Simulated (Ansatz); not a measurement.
# CH5InO2 (SMILES [CH3][In]([OH])[OH]) at 4 levels

Wanted: a comparison of 4 runs (HF/STO-3G, B2PLYP/def2-SVP, B3LYP/def2-SVP, HSE06/def2-SVP) of CH5InO2. 

Program for the calculation: Ansatz 0.2.0.

57 further runs of the same task are left out: 1 that didn't finish, 56 set aside as unsound or not needed. Runs told in other sessions of the task aren't counted.

### Step 1. The structure to begin with

CH5InO2: 9 atoms, total charge 0, spin state singlet. SMILES: `[CH3][In]([OH])[OH]`. The C1–H6 distance was set to 1.962 Å, away from the relaxed value. At this shape a bond of the SMILES string is far longer than usual.

Bond lengths: C1–In2 2.127 Å, In2–O3 1.981 Å, In2–O4 1.993 Å, C1–H5 1.090 Å, C1–H7 1.089 Å, O3–H8 0.961 Å, O4–H9 0.959 Å. Angles: C1–In2–O3 124.7°, C1–In2–O4 129.1°, O3–In2–O4 106.2°, In2–C1–H5 109.8°, In2–C1–H7 109.4°, In2–O3–H8 111.0°, In2–O4–H9 114.4°, H5–C1–H7 109.7°.

### Step 2. The energy at HF/STO-3G (run 1)

Contents of in.yaml:

```yaml
crystal:
  periodic: [false, false, false]
  atoms:
    - {symbol: C, position_ang: [-0.325551, 0.107351, -1.572992]}
    - {symbol: In, position_ang: [-0.116051, -1.148949, 0.131008]}
    - {symbol: O, position_ang: [1.201849, -2.618849, 0.294108]}
    - {symbol: O, position_ang: [-1.137551, -1.125749, 1.841808]}
    - {symbol: H, position_ang: [-1.365351, 0.116351, -1.899592]}
    - {symbol: H, position_ang: [0.212100, 1.936300, -1.107700]}
    - {symbol: H, position_ang: [0.308549, -0.263949, -2.376592]}
    - {symbol: H, position_ang: [1.126549, -3.056249, 1.146308]}
    - {symbol: H, position_ang: [-1.816051, -0.449149, 1.889308]}
basis:
  gaussian:
    orbitals: STO-3G
hamiltonian:
  xc: hf
accuracy: high
output:
  orbitals: {seedname: orbitals}
```

Run with:

```bash
$ ansatz run in.yaml --threads 1 --pin off --max-ram 3480MiB --events-out events.jsonl --progress --plain --runs-dir runs
```

Log:

```text
Warning: RAYON_NUM_THREADS=1 ignored (pool sized by the plan → 1); use --threads N
Functional definition: HF
  name "HF"
  exchange = exact_x
  correlation = 0
937 factors; integrals over basis functions are off by at most 3.7e-9 eV
mean field evaluation 1: about -159744.4930 eV, gradient 3.3e1 eV
mean field evaluation 2: about -159744.5963 eV, gradient 3.3e1 eV
mean field evaluation 4: about -159749.1664 eV, gradient 2.8e0 eV
mean field evaluation 8: about -159749.2046 eV, gradient 5.1e-4 eV
mean field -159749.20456861 eV, -5870.6749859964 hartree, gradient 6.8e-8 eV, S^2 0.000000; 0 other end points of the search recorded, 0 dependent functions left out
reference -159749.20456861 eV, -5870.6749859964 hartree; 38, 38 occupied and 9, 9 virtual orbitals, 937 factors
Total energy: -159749.20456861 eV, -5870.6749859964 hartree
```

It took 0.88 s on 1 thread of Arm Neoverse V2, shared host; peak memory 0.12 GiB.

### Step 3. The energy at B2PLYP/def2-SVP (core potential) (run 2)

Contents of run.yaml:

```yaml
crystal:
  periodic: [false, false, false]
  atoms:
    - {symbol: C, position_ang: [-0.325551, 0.107351, -1.572992]}
    - {symbol: In, position_ang: [-0.116051, -1.148949, 0.131008]}
    - {symbol: O, position_ang: [1.201849, -2.618849, 0.294108]}
    - {symbol: O, position_ang: [-1.137551, -1.125749, 1.841808]}
    - {symbol: H, position_ang: [-1.365351, 0.116351, -1.899592]}
    - {symbol: H, position_ang: [0.212100, 1.936300, -1.107700]}
    - {symbol: H, position_ang: [0.308549, -0.263949, -2.376592]}
    - {symbol: H, position_ang: [1.126549, -3.056249, 1.146308]}
    - {symbol: H, position_ang: [-1.816051, -0.449149, 1.889308]}
basis:
  gaussian:
    orbitals: def2-SVP
hamiltonian:
  xc: {name: B2PLYP}
correlation:
  frozen_orbitals: {C: 1, H: 0, In: 4, O: 1}
accuracy: high
output:
  orbitals: {seedname: orbitals}
```

Run with:

```bash
$ ansatz run run.yaml --threads 1 --pin off --max-ram 3480MiB --events-out events.jsonl --progress --plain --runs-dir runs
```

Log, shortened:

```text
Warning: RAYON_NUM_THREADS=1 ignored (pool sized by the plan → 1); use --threads N
Functional definition: B2PLYP
  name "B2PLYP"
[...]
2220 factors; integrals over basis functions are off by at most 7.7e-9 eV
[...]
mean field -10361.17107732 eV, -380.7660140373 hartree, gradient 1.9e-8 eV, S^2 0.000000; 0 other end points of the search recorded, 0 dependent functions left out; unrestricted orbitals would lower it
7 core orbitals not correlated: weight in the atoms' cores, before any rotation towards them, 1.000 or more for the frozen orbitals, at most 0.000 for the correlated occupied ones
reference -10361.17110614 eV, -380.7660150968 hartree; 17, 17 occupied and 69, 69 virtual orbitals, 2220 factors
second order -21.56867659 eV of doubles, -0.00000000 eV of singles
Total energy: -10366.99464882 eV, -380.9800263429 hartree
```

It took 11 s on 1 thread of Arm Neoverse V2, shared host; peak memory 0.34 GiB.

Run 3 isn't shown in full; the table further down has it.

### Step 4. The energy at HSE06/def2-SVP (core potential) (run 4)

Contents of in.yaml:

```yaml
crystal:
  periodic: [false, false, false]
  atoms:
    - symbol: C
      position_ang: [-0.325551, 0.107351, -1.572992]
    - symbol: In
      position_ang: [-0.116051, -1.148949, 0.131008]
    - symbol: O
      position_ang: [1.201849, -2.618849, 0.294108]
    - symbol: O
      position_ang: [-1.137551, -1.125749, 1.841808]
    - symbol: H
      position_ang: [-1.365351, 0.116351, -1.899592]
    - symbol: H
      position_ang: [0.212100, 1.936300, -1.107700]
    - symbol: H
      position_ang: [0.308549, -0.263949, -2.376592]
    - symbol: H
      position_ang: [1.126549, -3.056249, 1.146308]
    - symbol: H
      position_ang: [-1.816051, -0.449149, 1.889308]
basis:
  gaussian:
    orbitals: def2-SVP
hamiltonian:
  xc: hse06
accuracy: high
output: {orbitals: {seedname: orbitals}}
```

Run with:

```bash
$ ansatz run in.yaml --threads 1 --pin off --max-ram 3480MiB --events-out events.jsonl --progress --plain --runs-dir runs
```

Log:

```text
Warning: RAYON_NUM_THREADS=1 ignored (pool sized by the plan → 1); use --threads N
Functional definition: HSE06
  name "HSE06"
  parameter a = 0.25
  parameter omega = 0.11/bohr
  exchange = pbe_x - a*pbe_x_sr(omega) + a*exact_x_sr(omega)
  correlation = pbe_c
2220 factors; integrals over basis functions are off by at most 7.7e-9 eV
110 factors; integrals over basis functions are off by at most 2.2e-9 eV
mean field evaluation 1: about -10357.2300 eV, gradient 8.6e1 eV
mean field evaluation 2: about -10308.9676 eV, gradient 1.6e2 eV
mean field evaluation 4: about -10371.9125 eV, gradient 2.0e1 eV
mean field evaluation 8: about -10373.1318 eV, gradient 4.2e-1 eV
mean field evaluation 16: about -10373.2795 eV, gradient 2.9e-4 eV
mean field -10373.27949015 eV, -381.2109900017 hartree, gradient 7.0e-9 eV, S^2 0.000000; 0 other end points of the search recorded, 0 dependent functions left out
reference -10373.27949503 eV, -381.2109901809 hartree; 24, 24 occupied and 69, 69 virtual orbitals, 2220 factors
Total energy: -10373.27949503 eV, -381.2109901809 hartree
```

Wall time 8.4 s (1 thread of Arm Neoverse V2, shared host); peak memory 0.35 GiB.

### Step 5. The series

| run | level | core potential | frozen core orbitals | energy (Eh) | HOMO energy (eV) | LUMO energy (eV) | HOMO–LUMO gap (eV) | wall time |
| --- | --- | --- | --- | --- | --- | --- | --- | --- |
| 1 | HF/STO-3G | none | – | -5870.674986 | -7.38 | 5.36 | 12.73 | 0.88 s |
| 2 | B2PLYP/def2-SVP (core potential) | def2-SVP | 7 | -380.980026 | -9.07 | -1.21 | 7.86 | 11 s |
| 3 | B3LYP/def2-SVP (core potential) | def2-SVP | – | -381.504355 | -7.50 | -2.68 | 4.82 | 7.8 s |
| 4 | HSE06/def2-SVP (core potential) | def2-SVP | – | -381.210990 | -7.40 | -2.82 | 4.58 | 8.4 s |

### Step 6. Outcome

| quantity | value |
| --- | --- |
| run 4: total energy | -381.21099 Eh |
| run 4: HOMO energy | -7.40 eV |
| run 4: LUMO energy | -2.82 eV |
| run 4: HOMO–LUMO gap | 4.58 eV |

In words: The HOMO–LUMO gap runs from 4.58 eV (HSE06/def2-SVP) to 12.73 eV (HF/STO-3G). The two ends differ in method and basis and core potential. Totals of different functionals can't be ranked against each other. Some runs of one species differ in core potentials or relativity; totals across that change don't compare. In run 2 the log says that unrestricted orbitals would lower the reference, so the values rest on an unstable closed-shell determinant (other closed-shell runs at this shape may share the fault). In run 1 the basis is minimal, so the values are rough. In all runs a closed-shell determinant meets a far-stretched bond; if it breaks into open shells, such a determinant describes it badly, and no broken-symmetry solution was shown. In run 1 relativity is left out where basis or elements ask for it. All runs together took 28 s, the longest 11 s.
